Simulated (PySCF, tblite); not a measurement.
**C4H5FN2: geometry, infrared bands, NMR shifts and spin-spin couplings**

Wanted: the infrared bands, NMR shifts and spin-spin couplings of C4H5FN2 (`C/N=C\[C@H](F)C#N`), by calculation.

Computed with tblite 0.8.0 and PySCF 2.14.0, with density-fitted response routines of our own, on a single molecule in the gas phase. Atoms count from 0, in the outputs and in this text.

### Step 1. The starting structure

12 atoms, charge 0, multiplicity 1; geometry from: force field or distance geometry start.

Bonds of the start (Å): C0–N1 1.42, N1–C2 1.26, C2–C3 1.49, C3–F4 1.40, C3–C5 1.45, C5–N6 1.16, C0–H7 1.11, C0–H8 1.13, C0–H9 1.10, C2–H10 1.09, C3–H11 1.10.

### Step 2. Relaxing the molecule with GFN2-xTB

What the job is given:

```
{"job": {"kind": "relax", "xc": "GFN2-xTB", "basis": "xTB"}, "charge": 0, "multiplicity": 1}
C      1.669400     0.338500     0.208600
N      0.984700    -0.520300    -0.691700
C     -0.211400    -0.873900    -0.543200
C     -1.072600    -0.386500     0.570700
F     -2.060100    -1.363900     0.743500
C     -1.634800     0.879900     0.153800
N     -2.065000     1.898400    -0.202100
H      1.854800    -0.071700     1.222900
H      1.109700     1.309100     0.317100
H      2.612900     0.622100    -0.275700
H     -0.695800    -1.541500    -1.261500
H     -0.490600    -0.290900     1.496200
```

The run is started by

```
$ OMP_NUM_THREADS=1 python probes_run.py task.json out
```

One launch serves the whole session: the jobs run in the order shown.

**Question.** This job is followed by: GFN2-xTB harmonic vibrations, gas phase; GIAO PBE0/pcSseg-1 NMR shielding, non-relativistic, gas phase; B3LYP/pcJ-1 indirect spin-spin coupling, non-relativistic, gas phase. Predict these results of the whole session: strongest single infrared mode (GFN2-xTB); zero-point energy (GFN2-xTB); 13C shifts against TMS (PBE0/pcSseg-1); 1H shifts against TMS (PBE0/pcSseg-1, means over atoms taken as alike); 15N shifts against NH3 (PBE0/pcSseg-1); 19F shifts against CFCl3 (PBE0/pcSseg-1); largest coupling of the table (B3LYP/pcJ-1).

As calculated:

```
                                                              quantity                         value
                             strongest single infrared mode (GFN2-xTB)         2399 cm⁻¹, 158 km/mol
                                          zero-point energy (GFN2-xTB)                 53.2 kcal/mol
                                13C shifts against TMS (PBE0/pcSseg-1)  157.9, 117.6, 78.1, 44.5 ppm
1H shifts against TMS (PBE0/pcSseg-1, means over atoms taken as alike)          7.68, 5.82, 3.84 ppm
                                15N shifts against NH3 (PBE0/pcSseg-1)              397.6, 322.1 ppm
                              19F shifts against CFCl3 (PBE0/pcSseg-1)                    -236.9 ppm
                           largest coupling of the table (B3LYP/pcJ-1)      1J(C,F) C3–F4, -237.8 Hz
```

What this shows: The optimisation took 96 steps and gained 0.213 eV; among the close pairs (by a distance rule), C2–C3 changed most, from 1.490 to 1.531 Å. All 30 modes are real, so the xTB geometry is a minimum. The strongest single mode, at 2399 cm⁻¹, moves mainly C5 and N6. GFN2-xTB is a fitted tight-binding method: band positions and strengths are rough. Its intensities can rank the bands wrongly. At PBE0/pcSseg-1: The widest tensor belongs to N1: span 802 ppm, with a paramagnetic part of -458 ppm. In the run at B3LYP/pcJ-1, the largest coupling of the table is C3–F4, -237.8 Hz, of which the Fermi-contact term gives -287.3 Hz. Couplings across rotatable bonds belong to this one conformer; where others are populated, the observed values are averages.
